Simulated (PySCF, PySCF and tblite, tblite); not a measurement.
# C₆H₈BCl: a path driven as rotation about a bond, and NMR exchange

How fast is rotation about a bond in C₆H₈BCl (`B/C=C\C=C(\Cl)C=C`), and when do the exchanging lines merge?

Programs: PySCF 2.14.0 with density-fitted response routines of our own, and tblite 0.8.0. All values are computed, except where a source is named. Atoms count from 0 throughout.

### 1 The molecule as given

16 atoms, charge 0, multiplicity 1; geometry from: force field or distance geometry start.

Bonds of the start (Å): B0–C1 1.57, B0–H8 1.18, B0–H9 1.18, C1–C2 1.32, C1–H10 1.09, C2–C3 1.50, C2–H11 1.08, C3–C4 1.33, C3–H12 1.08, C4–C6 1.48, C4–Cl5 1.77, C6–C7 1.33, C6–H13 1.08, C7–H14 1.08, C7–H15 1.09.

### 2 GFN2-xTB relaxation, start minimum

What the job is given:

```
{"job": {"xc": "GFN2-xTB", "basis": "xTB", "kind": "relax"}, "charge": 0, "multiplicity": 1}
B      1.919500    -2.992500    -0.298100
C      1.620500    -1.897500     0.791500
C      0.573800    -1.087500     0.837700
C     -0.563000    -1.131600    -0.137100
C     -1.467100    -0.160400    -0.282200
Cl    -2.795100    -0.459600    -1.418400
C     -1.353800     1.163400     0.379000
C     -2.365700     2.021800     0.460200
H      2.892700    -3.651800    -0.213800
H      1.221100    -3.122100    -1.244200
H      2.369200    -1.804200     1.577200
H      0.522100    -0.374300     1.648900
H     -0.706000    -2.042100    -0.695600
H     -0.410900     1.466000     0.819900
H     -2.240100     2.980300     0.950100
H     -3.349000     1.787000     0.059500
```

Command:

```sh
$ OMP_NUM_THREADS=1 python ens_run.py task.json out
```

This one command runs the whole study; its stages follow in the order run.

Output:

```text
step      E/eV     max force
  0    -615.33348    2.116
  1    -615.43269    1.216
  2    -615.47489    0.669
  3    -615.51723    0.370
  4    -615.52724    0.246
  5    -615.53144    0.181
  6    -615.53415    0.141
  7    -615.53616    0.091
  8    -615.53727    0.076
  9    -615.53809    0.083
 10    -615.53907    0.100
 11    -615.54014    0.098
 12    -615.54114    0.085
 13    -615.54195    0.076
 14    -615.54283    0.068
 15    -615.54417    0.100
 16    -615.54612    0.123
 17    -615.54830    0.143
 18    -615.55017    0.123
 19    -615.55168    0.097
 20    -615.55305    0.093
 21    -615.55431    0.098
 22    -615.55517    0.075
 23    -615.55568    0.055
 24    -615.55618    0.066
 25    -615.55681    0.061
 26    -615.55750    0.069
 27    -615.55813    0.061
 28    -615.55877    0.077
 29    -615.55960    0.090
 30    -615.56078    0.090
 31    -615.56216    0.087
 32    -615.56331    0.071
 33    -615.56424    0.062
 34    -615.56511    0.077
 35    -615.56600    0.093
 36    -615.56700    0.087
 37    -615.56808    0.077
 38    -615.56920    0.090
 39    -615.57045    0.107
 40    -615.57202    0.121
 41    -615.57399    0.125
 42    -615.57554    0.124
 43    -615.57677    0.113
 44    -615.57806    0.074
 45    -615.57910    0.071
 46    -615.57974    0.069
 47    -615.58043    0.050
 48    -615.58084    0.041
 49    -615.58109    0.030
 50    -615.58123    0.033
 51    -615.58138    0.031
 52    -615.58152    0.031
 53    -615.58165    0.029
 54    -615.58176    0.030
 55    -615.58188    0.033
 56    -615.58200    0.033
 57    -615.58210    0.019
 58    -615.58216    0.016
 59    -615.58221    0.018
 60    -615.58227    0.024
 61    -615.58233    0.024
 62    -615.58237    0.017
 63    -615.58240    0.017
 64    -615.58245    0.015
 65    -615.58249    0.011
 66    -615.58252    0.011
 67    -615.58254    0.009
 68    -615.58255    0.009
 69    -615.58256    0.010
 70    -615.58259    0.013
 71    -615.58262    0.013
 72    -615.58265    0.016
 73    -615.58268    0.015
 74    -615.58272    0.014
 75    -615.58277    0.018
 76    -615.58282    0.017
 77    -615.58287    0.017
 78    -615.58293    0.018
 79    -615.58302    0.019
 80    -615.58310    0.021
 81    -615.58317    0.017
 82    -615.58320    0.012
 83    -615.58323    0.015
 84    -615.58326    0.014
 85    -615.58328    0.012
 86    -615.58330    0.009
 87    -615.58330    0.007
 88    -615.58332    0.008
 89    -615.58333    0.010
 90    -615.58335    0.011
 91    -615.58336    0.011
 92    -615.58338    0.013
 93    -615.58342    0.018
 94    -615.58347    0.020
 95    -615.58351    0.016
 96    -615.58356    0.016
 97    -615.58359    0.014
 98    -615.58364    0.014
 99    -615.58369    0.017
100    -615.58373    0.014
101    -615.58376    0.013
102    -615.58378    0.010
103    -615.58380    0.010
104    -615.58382    0.009
105    -615.58383    0.007
106    -615.58384    0.007
107    -615.58385    0.007
108    -615.58386    0.009
109    -615.58387    0.009
110    -615.58389    0.009
111    -615.58390    0.011
112    -615.58392    0.012
113    -615.58393    0.010
114    -615.58394    0.006
115    -615.58394    0.005
116    -615.58394    0.004
117    -615.58395    0.004
118    -615.58395    0.002
119    -615.58395    0.003
120    -615.58395    0.003
121    -615.58395    0.002
```

It took 0.66 s on 1 thread of Arm Neoverse V2, shared host.

Relaxing gained 0.250 eV and moved the atoms by 0.31 Å on average (rms).

### 3 Relaxed scan, rotation

What the job is given:

```
{"job": {"xc": "GFN2-xTB", "basis": "xTB", "coordinate": [["t", [1, 2, 3, 4], 0.25], ["t", [1, 2, 3, 12], 0.25], ["t", [11, 2, 3, 4], 0.25], ["t", [11, 2, 3, 12], 0.25]], "kind": "drive"}, "charge": 0, "multiplicity": 1}
B      1.834547    -3.170408    -0.201139
C      1.700373    -1.915681     0.677228
C      0.715283    -0.982742     0.667549
C     -0.409720    -0.994772    -0.212170
C     -1.394825    -0.068278    -0.262599
Cl    -2.660951    -0.329443    -1.419188
C     -1.505185     1.123574     0.542808
C     -2.492108     2.014246     0.475575
H      2.835896    -3.775819    -0.167671
H      0.969167    -3.551142    -0.888950
H      2.487005    -1.730336     1.402703
H      0.775614    -0.155627     1.365591
H     -0.466769    -1.830167    -0.893774
H     -0.701376     1.273943     1.248923
H     -2.505173     2.882031     1.111301
H     -3.313579     1.905551    -0.211593
```

Output:

```text
point  coordinate     E/eV
  0    -74.300     -615.56675
  1    -59.500     -615.51876
  2    -44.600     -615.45270
  3    -29.400     -615.38953
  4    -14.200     -615.34654
  5      1.100     -615.34023
  6     16.400     -615.36833
  7     31.500     -615.42573
  8     46.400     -615.48286
  9     61.000     -615.50675
 10     75.700     -615.48849
 11     90.800     -615.46464
```

Run time: 3.6 s. Hardware: 1 thread of Arm Neoverse V2, shared host.

The highest point is number 5, 5.2 kcal/mol above the first.

### 4 Nudged elastic band, leg 1

Changed since step 3:

```diff
@@ -1,2 +1,2 @@
-{"job": {"xc": "GFN2-xTB", "basis": "xTB", "coordinate": [["t", [1, 2, 3, 4], 0.25], ["t", [1, 2, 3, 12], 0.25], ["t", [11, 2, 3, 4], 0.25], ["t", [11, 2, 3, 12], 0.25]], "kind": "drive"}, "charge": 0, "multiplicity": 1}
+{"job": {"xc": "GFN2-xTB", "basis": "xTB", "kind": "neb"}, "charge": 0, "multiplicity": 1}
 B      1.834547    -3.170408    -0.201139
```

Output:

```text
image   E - E0 / eV
  0       0.0000
  1       0.0368
  2       0.1292
  3       0.2304
  4       0.2232
  5       0.1311
  6       0.0763
```

Run time: 1.7 s. Hardware: 1 thread of Arm Neoverse V2, shared host.

The highest point is number 3, 5.3 kcal/mol above the first.

### 5 Saddle search, leg 1

What the job is given:

```
{"job": {"xc": "GFN2-xTB", "basis": "xTB", "kind": "saddle"}, "charge": 0, "multiplicity": 1}
B      2.150185    -1.529698    -0.804030
C      1.743205    -1.236898     0.652826
C      0.492503    -0.954094     1.047811
C     -0.684339    -0.974633     0.174078
C     -1.325734     0.125851    -0.229839
Cl    -2.738493    -0.037648    -1.225780
C     -0.889784     1.472969     0.079853
C     -1.540180     2.587697    -0.230335
H      3.281666    -1.559634    -1.096361
H      1.329729    -1.702253    -1.618376
H      2.505589    -1.191145     1.423767
H      0.285485    -0.687159     2.081366
H     -1.035268    -1.949556    -0.135702
H      0.058478     1.512599     0.599957
H     -1.150418     3.555568     0.031266
H     -2.482624     2.568036    -0.750500
```

Output:

```text
step      E/eV     max force
  0    -615.35355   0.0262
  1    -615.35174   0.0702
  2    -615.35339   0.0230
  3    -615.35216   0.0239
  4    -615.35032   0.0489
  5    -615.34907   0.0594
  6    -615.34694   0.0242
  7    -615.34364   0.0507
  8    -615.34549   0.0117
  9    -615.34383   0.0194
 10    -615.34273   0.0199
 11    -615.34222   0.0114
 12    -615.34217   0.0073
 13    -615.34217   0.0000
lowest wavenumbers (cm-1): -77.5 88.4 97.3 104.8 147.1 228.5
```

It took 3.9 s on 1 thread of Arm Neoverse V2, shared host.

Point group C1; 1 imaginary mode, 78i cm⁻¹, carried by B0, C6, C2, C7. Steps downhill from it reached both ends.

### 6 Shieldings, start: PBE0/pcSseg-1

What the job is given:

```
{"job": {"kind": "nmr", "xc": "PBE0", "basis": "pcSseg-1", "pop": false}, "charge": 0, "multiplicity": 1}
B      1.834547    -3.170408    -0.201139
C      1.700373    -1.915681     0.677228
C      0.715283    -0.982742     0.667549
C     -0.409720    -0.994772    -0.212170
C     -1.394825    -0.068278    -0.262599
Cl    -2.660951    -0.329443    -1.419188
C     -1.505185     1.123574     0.542808
C     -2.492108     2.014246     0.475575
H      2.835896    -3.775819    -0.167671
H      0.969167    -3.551142    -0.888950
H      2.487005    -1.730336     1.402703
H      0.775614    -0.155627     1.365591
H     -0.466769    -1.830167    -0.893774
H     -0.701376     1.273943     1.248923
H     -2.505173     2.882031     1.111301
H     -3.313579     1.905551    -0.211593
```

Output:

```text
coarse grid: 14192 points
cycle   1  E = -717.7941123780  dE =  9.961e-01  |g| = 4.350e-01  |ddm| = 3.858e+00
cycle   2  E = -717.7092382164  dE =  8.487e-02  |g| = 7.138e-01  |ddm| = 1.120e+00
cycle   3  E = -717.8456727839  dE = -1.364e-01  |g| = 1.290e-01  |ddm| = 8.279e-01
cycle   4  E = -717.8501797920  dE = -4.507e-03  |g| = 3.478e-02  |ddm| = 1.769e-01
cycle   5  E = -717.8505007523  dE = -3.210e-04  |g| = 1.052e-02  |ddm| = 5.727e-02
cycle   6  E = -717.8505291644  dE = -2.841e-05  |g| = 2.551e-03  |ddm| = 1.408e-02
cycle   7  E = -717.8505303633  dE = -1.199e-06  |g| = 1.424e-03  |ddm| = 3.334e-03
final grid: 133184 points
cycle   8  E = -717.8965910101  dE = -4.239e-05  |g| = 7.469e-03  |ddm| = 4.936e-02
cycle   9  E = -717.8965884965  dE =  2.514e-06  |g| = 7.893e-03  |ddm| = 1.668e-02
cycle  10  E = -717.8966047094  dE = -1.621e-05  |g| = 1.821e-03  |ddm| = 9.716e-03
cycle  11  E = -717.8966055539  dE = -8.445e-07  |g| = 4.800e-04  |ddm| = 2.204e-03
cycle  12  E = -717.8966056164  dE = -6.248e-08  |g| = 1.010e-04  |ddm| = 5.864e-04
cycle  13  E = -717.8966056186  dE = -2.197e-09  |g| = 4.792e-05  |ddm| = 1.495e-04
cycle  14  E = -717.8966056192  dE = -5.712e-10  |g| = 1.412e-05  |ddm| = 6.244e-05
converged SCF energy = -717.8966056192

GIAO shielding tensors (ppm)
atom      isotropic    diamagn.    paramagn.     s11        s22        s33       span
  0 B       34.047     191.363    -157.315    -19.759    -15.376    137.277    157.036
  1 C       42.377     251.321    -208.943    -77.372     28.033    176.472    253.844
  2 C       31.123     257.277    -226.154    -79.831     14.350    158.851    238.683
  3 C       50.207     254.889    -204.682    -39.281     48.391    141.512    180.793
  4 C       32.888     254.035    -221.147    -55.656     49.786    104.534    160.190
  5 Cl     710.210    1147.404    -437.193    503.711    680.682    946.239    442.528
  6 C       52.434     253.878    -201.444    -61.153     55.946    162.509    223.662
  7 C       55.666     251.208    -195.543    -51.609     47.666    170.940    222.549
  8 H       24.820      28.505      -3.685     20.095     26.869     27.496      7.401
  9 H       24.353      29.880      -5.527     17.807     26.489     28.761     10.954
 10 H       24.469      29.932      -5.463     21.246     23.653     28.509      7.263
 11 H       23.917      34.125     -10.208     20.896     21.441     29.414      8.517
 12 H       23.938      33.570      -9.633     19.790     21.624     30.399     10.609
 13 H       24.424      33.328      -8.903     21.371     23.414     28.488      7.118
 14 H       25.777      28.269      -2.492     23.904     24.805     28.622      4.718
 15 H       25.332      30.698      -5.367     22.146     23.128     30.722      8.576
```

It took 19 s on 1 thread of Arm Neoverse V2, shared host; peak memory 0.89 GiB.

Key values: HOMO -6.80 eV, LUMO -2.74 eV; dipole 2.46 D.

[end of part 1 of 2]
